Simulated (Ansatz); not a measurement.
# Mg3Be: the cost of one run

Program: Ansatz 0.2.0. Level of theory: DFT PBE, scalar-relativistic, plane waves, PAW. These are calculated values, not measurements.

## Step 1: The structure to begin with

Symmetry: Pm-3m, No. 221, cubic system. Conventional cell: a = 3.960 Å, b = 3.960 Å, c = 3.960 Å, α = 90.00°, β = 90.00°, γ = 90.00°. Around Mg (site symmetry 4/mmm) lie 8 Mg at 2.80 Å and 4 Be at 2.80 Å. Be (site symmetry m-3m) has 12 Mg at 2.80 Å as nearest neighbours.

As a file:

```cif
data_structure
_symmetry_space_group_name_H-M 'Pm-3m'
_symmetry_Int_Tables_number 221
_cell_length_a 3.9601
_cell_length_b 3.9601
_cell_length_c 3.9601
_cell_angle_alpha 90.000
_cell_angle_beta 90.000
_cell_angle_gamma 90.000
_cell_volume 62.10
loop_
_atom_site_label
_atom_site_type_symbol
_atom_site_symmetry_multiplicity
_atom_site_Wyckoff_symbol
_atom_site_fract_x
_atom_site_fract_y
_atom_site_fract_z
_atom_site_occupancy
Mg1 Mg 3 c 0.00000 0.50000 0.50000 1
Be1 Be 1 a 0.00000 0.00000 0.00000 1
```

(A quick probe on a coarse mesh, which set the mesh and smearing, is not shown.)

## Step 3: Coarse relaxation

Contents of input.yaml:

```yaml
crystal:
  lattice:
    - [3.9600514883, 0.0, 0.0]
    - [0.0, 3.9600514883, 0.0]
    - [0.0, 0.0, 3.9600514883]
  atoms:
    - { symbol: Mg, position: [0.0, 0.5, 0.5] }
    - { symbol: Mg, position: [0.5, 0.0, 0.5] }
    - { symbol: Mg, position: [0.5, 0.5, 0.0] }
    - { symbol: Be, position: [0.0, 0.0, 0.0] }
basis:
  ecutwfc: 420
kpoints:
  mp_grid: { grid: [4, 4, 4] }
hamiltonian:
  xc: pbe
scf:
  occupations: { method: gaussian, width: 0.1 }
  lower_state_search: "off"
output:
  forces: true
  stress: true
  eigenvalues: true
relax:
  adjacent_minimum: "off"
  f_tol: 0.04
  max_steps: 70
  cell: { stress_tol: 0.4 }
```

Launch:

```sh
> ansatz run input.yaml --threads 1 --pin off --max-ram 2560MiB --backend cpu --events-out ev --progress --plain --runs-dir out
```

**Question.** How long does this run take on 1 thread of Intel Xeon 6975P-C (Granite Rapids), shared host, and how much memory does it need?

About 2.6 s, with a peak of 0.36 GiB.
